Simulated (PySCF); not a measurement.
# C₈H₁₂: magnetic properties

Wanted: magnetic properties for C₈H₁₂ (`C#C[C@@H]1CCC[C@@H]1C`).

Programs: PySCF 2.14.0, with routines of our own; each step states its level. All values are computed. Atoms count from 0.

## Step 1: The system as given

20 atoms, charge 0, multiplicity 1; geometry from: GFN2-xTB.

## Step 2: Magnetic properties: GIAO PBE/pcSseg-1

Job settings and geometry (Å):

```
{"job": {"kind": "mag", "xc": "PBE", "basis": "pcSseg-1", "isotopologues": 2}, "charge": 0, "multiplicity": 1}
C      1.809605    -1.991834     0.683555
C      1.302617    -1.143562     0.008604
C      0.694982    -0.104125    -0.798829
C      1.165627     1.284353    -0.341855
C      0.270691     1.629872     0.858897
C     -0.934185     0.675291     0.782464
C     -0.826805    -0.026006    -0.575772
C     -1.538461    -1.369189    -0.623733
H      2.253983    -2.739963     1.269268
H      0.941607    -0.291576    -1.848784
H      2.223631     1.291400    -0.082496
H      1.007390     1.998859    -1.151460
H      0.811432     1.483529     1.793431
H     -0.043509     2.672863     0.819027
H     -1.882747     1.200435     0.890642
H     -0.870268    -0.072593     1.574089
H     -1.242519     0.625735    -1.352195
H     -1.127789    -2.042305     0.125436
H     -1.418964    -1.830633    -1.601847
H     -2.601468    -1.239874    -0.431478
```

With the program's defaults for keys left out, this is: GIAO PBE/pcSseg-1 magnetisability, rotational g tensor and spin-rotation constants, non-relativistic, gas phase.

On the command line:

```console
$ OMP_NUM_THREADS=1 python excited_run.py task.json out
```

The driver reads the jobs from task.json and runs them one after another.

The log of the run:

```text
coarse grid: 16128 points
cycle   1  E = -311.3343295109  dE =  7.254e-01  |g| = 6.888e-01  |ddm| = 4.148e+00
cycle   2  E = -311.1798629293  dE =  1.545e-01  |g| = 1.027e+00  |ddm| = 1.861e+00
cycle   3  E = -311.4573168805  dE = -2.775e-01  |g| = 2.039e-01  |ddm| = 1.306e+00
cycle   4  E = -311.4641168890  dE = -6.800e-03  |g| = 1.147e-01  |ddm| = 2.574e-01
cycle   5  E = -311.4673087795  dE = -3.192e-03  |g| = 2.392e-02  |ddm| = 9.230e-02
cycle   6  E = -311.4674401859  dE = -1.314e-04  |g| = 7.438e-03  |ddm| = 2.823e-02
cycle   7  E = -311.4674534193  dE = -1.323e-05  |g| = 1.406e-03  |ddm| = 9.249e-03
cycle   8  E = -311.4674539357  dE = -5.163e-07  |g| = 3.354e-04  |ddm| = 2.556e-03
final grid: 154128 points
cycle   9  E = -311.5385946893  dE = -7.051e-05  |g| = 1.534e-02  |ddm| = 7.480e-02
cycle  10  E = -311.5384917780  dE =  1.029e-04  |g| = 2.516e-02  |ddm| = 4.269e-02
cycle  11  E = -311.5386492899  dE = -1.575e-04  |g| = 5.570e-03  |ddm| = 2.971e-02
cycle  12  E = -311.5386566558  dE = -7.366e-06  |g| = 1.398e-03  |ddm| = 4.876e-03
cycle  13  E = -311.5386571228  dE = -4.670e-07  |g| = 2.890e-04  |ddm| = 1.432e-03
cycle  14  E = -311.5386571431  dE = -2.024e-08  |g| = 5.401e-05  |ddm| = 3.285e-04
cycle  15  E = -311.5386571438  dE = -6.839e-10  |g| = 1.467e-05  |ddm| = 7.519e-05
converged SCF energy = -311.5386571438

Magnetisability tensor (1e-30 J/T^2)
    -1412.75       -5.70      -18.06
       -5.70    -1469.46       21.10
      -18.06       21.10    -1449.67
isotropic -1443.96   principal values   -1483.24  -1446.11  -1402.52
isotropic susceptibility -86.957 1e-6 cm^3/mol

Inertial axes            a          b          c
rot. const./GHz      2.4668     2.1535     1.5057
chi total           -87.492    -86.159    -87.220
chi diamagnetic    -632.120   -685.122   -937.006
chi paramagnetic    544.628    598.963    849.785
quadrupole/D A        1.231     -2.105      0.873
g nuclear            0.6290     0.6047     0.5997
g electronic        -0.6312    -0.6060    -0.6011
g total             -0.0022    -0.0013    -0.0014

Spin-rotation constants (kHz, H = +C I.J)
atom  isotope        aa         bb         cc
  8     1H       -0.079     -0.233     -0.112
  9     1H       -0.243     -0.216      0.041
 10     1H       -0.220      0.051     -0.172
 11     1H       -0.142     -0.223     -0.031
 12     1H       -0.231     -0.131     -0.033
 13     1H        0.082     -0.234     -0.162
 14     1H       -0.041     -0.135     -0.156
 15     1H       -0.143     -0.251     -0.014
 16     1H       -0.116     -0.203     -0.061
 17     1H       -0.109     -0.213     -0.070
 18     1H       -0.196     -0.213     -0.025
 19     1H       -0.188     -0.050     -0.144
  0    13C*       0.378      0.674      0.352
  1    13C*       0.353      0.784      0.403
  2    13C*       0.466      0.363      0.294
  3    13C*       0.423      0.363      0.299
  4    13C*       0.433      0.307      0.247
  5    13C*       0.472      0.355      0.257
  6    13C*       0.481      0.377      0.301
  7    13C*       0.361      0.318      0.235
* in the singly substituted isotopologue

Isotopologues: g along a, b, c
2H    at 8,9,10,11,12,1    -0.0012    -0.0016    -0.0012
13C   at 0                 -0.0024    -0.0010    -0.0013
```

Run time: 57 s. Hardware: 1 thread of Intel Xeon Platinum 8488C, shared host; peak memory 0.69 GiB.

Key values:

```
              quantity                      value
       magnetisability           -1444·10⁻³⁰ J/T²
  molar susceptibility         -87.0·10⁻⁶ cm³/mol
rotational g (a, b, c)  -0.0022, -0.0013, -0.0014
```

The fields below are evaluated on a grid from the run's orbitals.

Frontier orbitals at PBE/pcSseg-1, with the share of their density that lies nearest to each atom:

```
orbital  energy (eV)                                                   lies on
   HOMO        -6.39                                          C0 42 %; C1 32 %
   LUMO        -0.02  C0, C1 about 17 % each; H9 15 %; H11, H16 about 9 % each
```

ELF in a plane through or near 5 of the atoms.

Ten even steps from ' ' (0.00) to '@' (1.00):
```
                                                        
                                                        
                                                        
                                                        
                                                        
                          ..::..                        
                        --%%@@%%==    ....              
                      ..**@@@@@@##..::--==--..          
                ..::..  ..**##++++++**@@@@@@@@++..      
            ::++####++--::##%%##++--++%%@@@@@@++..      
            ::==++--::%%%%--..**==    ::++++--          
          ..++##%%**++%%##..::**==..                    
          ++@@@@@@@@**....++##**++==::..                
          ::%%@@@@%%..  ..==++****++==::..              
              ....      ..==++++++++==--                
                          ::--------....                
                                                        
                                                        
                                                        
                                                        
```
The map spans 10.3 Å across and 11.9 Å up, centred on the molecule. Atoms in the plane (x, y in Å): C2 (0.0, -0.6), C3 (-1.6, -0.4), H10 (-2.1, -1.4), H16 (0.2, 1.5), H18 (2.5, 0.6).

On the surface of density 0.002 e/bohr³ the electrostatic potential runs, from the 1st to the 99th percentile, from -0.87 V near C0 to 1.08 V near H8.

## Step 3: Magnetic properties: GIAO BHandHLYP/3-21G in dimethylsulfoxide

The job, as its differences from that of step 2:

```diff
@@ -1,2 +1,2 @@
-{"job": {"kind": "mag", "xc": "PBE", "basis": "pcSseg-1", "isotopologues": 2}, "charge": 0, "multiplicity": 1}
+{"job": {"kind": "mag", "xc": "BHandHLYP", "basis": "3-21G", "scf": {"guess": "vsap"}, "solvent": "dimethylsulfoxide"}, "charge": 0, "multiplicity": 1}
 C      1.809605    -1.991834     0.683555
```

Method: GIAO BHandHLYP/3-21G magnetisability, non-relativistic, IEF-PCM dimethylsulfoxide.

The log of the run:

```text
final grid: 154128 points
cycle   1  E = -307.6329392998  dE =  2.582e-01  |g| = 2.998e+00  |ddm| = 8.205e+00
cycle   2  E = -307.1726467101  dE =  4.603e-01  |g| = 3.250e+00  |ddm| = 8.796e+00
cycle   3  E = -310.0782998949  dE = -2.906e+00  |g| = 4.013e-01  |ddm| = 4.970e+00
cycle   4  E = -310.0986018819  dE = -2.030e-02  |g| = 2.818e-01  |ddm| = 6.759e-01
cycle   5  E = -310.1178245862  dE = -1.922e-02  |g| = 2.673e-02  |ddm| = 2.623e-01
cycle   6  E = -310.1179969864  dE = -1.724e-04  |g| = 6.257e-03  |ddm| = 3.552e-02
cycle   7  E = -310.1180100693  dE = -1.308e-05  |g| = 9.522e-04  |ddm| = 1.275e-02
cycle   8  E = -310.1180104021  dE = -3.328e-07  |g| = 3.336e-04  |ddm| = 2.052e-03
cycle   9  E = -310.1180104364  dE = -3.434e-08  |g| = 5.888e-05  |ddm| = 5.454e-04
cycle  10  E = -310.1180104376  dE = -1.155e-09  |g| = 2.738e-05  |ddm| = 1.285e-04
cycle  11  E = -310.1180104378  dE = -2.260e-10  |g| = 5.286e-06  |ddm| = 3.784e-05
converged SCF energy = -310.1180104378

Magnetisability tensor (1e-30 J/T^2)
    -1499.44      -14.29      -12.15
      -14.29    -1550.97       10.11
      -12.15       10.11    -1521.25
isotropic -1523.89   principal values   -1556.11  -1526.33  -1489.23
isotropic susceptibility -91.771 1e-6 cm^3/mol

Inertial axes            a          b          c
rot. const./GHz      2.4668     2.1535     1.5057
chi total           -92.152    -91.610    -91.550
chi diamagnetic    -630.263   -682.951   -934.936
chi paramagnetic    538.111    591.341    843.386
quadrupole/D A        1.529     -2.340      0.810
```

It took 15 s on 1 thread of Intel Xeon Platinum 8488C, shared host; peak memory 0.78 GiB.

Key values:

```
            quantity               value
     magnetisability    -1524·10⁻³⁰ J/T²
molar susceptibility  -91.8·10⁻⁶ cm³/mol
```

## Step 4: Results

```
                                          quantity                      value
       magnetisability (step 2, GIAO PBE/pcSseg-1)           -1444·10⁻³⁰ J/T²
  molar susceptibility (step 2, GIAO PBE/pcSseg-1)         -87.0·10⁻⁶ cm³/mol
rotational g (a, b, c) (step 2, GIAO PBE/pcSseg-1)  -0.0022, -0.0013, -0.0014
             surface potential, 1st and 99th percentile         -0.87 V and 1.08 V
```

In words: The values above hold for this geometry and these levels alone. Vibrational averaging and real surroundings are missing from these values.
